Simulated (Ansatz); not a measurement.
# Cl2GaH4N: the cost of one run

Program: Ansatz 0.2.0. Level of theory: RKS CAM-B3LYP-D4/def2-SVP. These are calculated values, not measurements.

**1. The system as given**

Bond lengths: Ga1–N2 2.280 Å, N2–H3 1.060 Å, N2–H4 1.060 Å, Ga1–H5 1.570 Å, Ga1–Cl6 2.240 Å, Ga1–Cl7 2.540 Å. Angles: Ga1–N2–H3 120.0°, Ga1–N2–H4 120.0°, H3–N2–H4 120.0°, N2–Ga1–H5 120.0°, N2–Ga1–Cl6 120.0°, N2–Ga1–Cl7 71.6°, H5–Ga1–Cl6 120.0°, H5–Ga1–Cl7 114.2°, Cl6–Ga1–Cl7 84.6°.

Coordinates:

```xyz
8

Ga    0.0000    0.0000    0.0000
N     0.0000    0.0000    2.2800
H    -0.8770   -0.2713    2.8100
H     0.8770    0.2713    2.8100
H     1.3596    0.0000   -0.7850
Cl   -1.9398    0.0000   -1.1200
Cl   -0.7390    2.2943    0.8009
H    -0.3970    1.2325    2.0133
```

**2. A restrained relaxation towards end A**

Springs on the bonds that form and break draw the guess towards this end; the thresholds are loose.

Input file input.yaml:

```yaml
crystal:
  periodic: [false, false, false]
  atoms:
    - { symbol: Ga, position_ang: [0.0, 0.0, 0.0] }
    - { symbol: "N", position_ang: [0.0, 0.0, 2.28] }
    - { symbol: H, position_ang: [-0.877, -0.2713, 2.81] }
    - { symbol: H, position_ang: [0.877, 0.2713, 2.81] }
    - { symbol: H, position_ang: [1.3596, 0.0, -0.785] }
    - { symbol: Cl, position_ang: [-1.9398, 0.0, -1.12] }
    - { symbol: Cl, position_ang: [-0.739, 2.2943, 0.8009] }
    - { symbol: H, position_ang: [-0.397, 1.2325, 2.0133] }
basis:
  gaussian: { orbitals: def2-SVP }
hamiltonian:
  xc: cam_b3lyp
  dispersion: d4
relax:
  f_tol: 0.15
  max_steps: 25
  restrain:
    - { distance: [0, 6], at: 3.44, k: 30.0 }
    - { distance: [7, 1], at: 2.26, k: 30.0 }
    - { distance: [0, 1], at: 1.93, k: 30.0 }
    - { distance: [7, 6], at: 1.37, k: 30.0 }
output:
  orbitals: {}
```

On the command line:

```sh
> ansatz run input.yaml --threads 4 --pin off --max-ram 5120MiB --backend cpu --events-out ev --progress --plain --runs-dir out
```

**Question.** How long does this run take on 4 threads of Arm Neoverse V1, shared host, and how much memory does it need?

About 23 s, with a peak of 0.29 GiB.
